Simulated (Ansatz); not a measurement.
Runs of Ansatz 0.2.0 on NiMoIrPdW. The structure is trigonal, space group P3m1 (No. 156). The conventional cell has a = 4.147 Å, b = 4.147 Å, c = 5.416 Å, α = 90.00°, β = 90.00°, γ = 120.00°. Around Ni (site symmetry 3m) lie 3 W at 2.40 Å and 3 Ir at 2.71 Å. Mo (site symmetry 3m) is surrounded by 1 W at 2.49 Å and 3 Ir at 2.64 Å and 3 Pd at 2.85 Å. Around Pd (site symmetry 3m) lie 2 Ir at 2.65 to 2.76 Å and 3 W at 2.76 Å and 3 Ni at 2.82 Å and 3 Mo at 2.85 Å. Ir (site symmetry 3m) has 3 Mo at 2.64 Å and 2 Pd at 2.65 to 2.76 Å and 3 Ni at 2.71 Å and 3 W at 2.77 Å as nearest neighbours. Around W (site symmetry 3m) lie 3 Ni at 2.40 Å and 1 Mo at 2.49 Å. The cell was built by a generator and needn't be a form met in nature.

```csv
task,level,potentials or basis,cell,k mesh,cutoff (eV),basis error allowed,mesh quality,gap on the mesh (eV),pressure (GPa),moment (μB),relaxed volume (Å³/atom),largest force (eV/Å)
band structure,LDA,"all-electron LAPW, scalar-relativistic",as given,5 × 5 × 4,343,0.002 eV/atom,coarse,-,-12.7,0.00,-,0.41
relaxation of cell and atoms,PBE+D3(BJ),all-electron PAW datasets made for the crystal,relaxed,4 × 4 × 3,-,-,coarse,none,0.0,0.00,15.53,-
relaxation of cell and atoms,PBE+D4,all-electron PAW datasets made for the crystal,relaxed,4 × 4 × 3,-,-,coarse,none,0.0,0.00,(d),0.01
band structure,PBEsol,"all-electron LAPW, scalar-relativistic",as given,5 × 5 × 4,343,0.002 eV/atom,coarse,-,-7.9,0.00,-,0.27
projected density of states,PBE,"all-electron LAPW, scalar-relativistic",as given,7 × 7 × 5,343,0.002 eV/atom,not flagged,-,0.0,0.00,-,0.16
band structure,revPBE,"all-electron LAPW, scalar-relativistic",as given,5 × 5 × 4,343,0.002 eV/atom,coarse,-,(b),0.00,-,0.11
density of states,PBE,all-electron PAW datasets made for the crystal,as given,5 × 5 × 4,460,-,coarse,none,0.1,0.00,-,(a)
band structure,BLYP,"all-electron LAPW, scalar-relativistic",as given,5 × 5 × 4,342,0.002 eV/atom,coarse,-,(c),0.00,-,0.35
```

Alike in all rows: spin collinear, ferromagnetic start; smearing fermi-dirac 0.05 eV.

Problem. Fill in the values left out.

Solution. (a) 0.12; (b) 2.7; (c) 9.7; (d) 15.58.

Caveats: some runs use coarse meshes; the k mesh is thin for a metal, which can move the energy by tens of meV per atom (some runs); the program listed the state as in doubt (some runs); pairwise dispersion overbinds metals, which lowers pressure and volume (some runs); the program warned that the printed levels may be off, so bands, gaps and densities of states are rough (some runs).

A k mesh can miss the band edges, and the runs leave out spin-orbit coupling on Ir, Mo, Pd, W.

A gap of «none» marks a metal or a gap under the smearing width.

Not every run made on this cell is shown here.
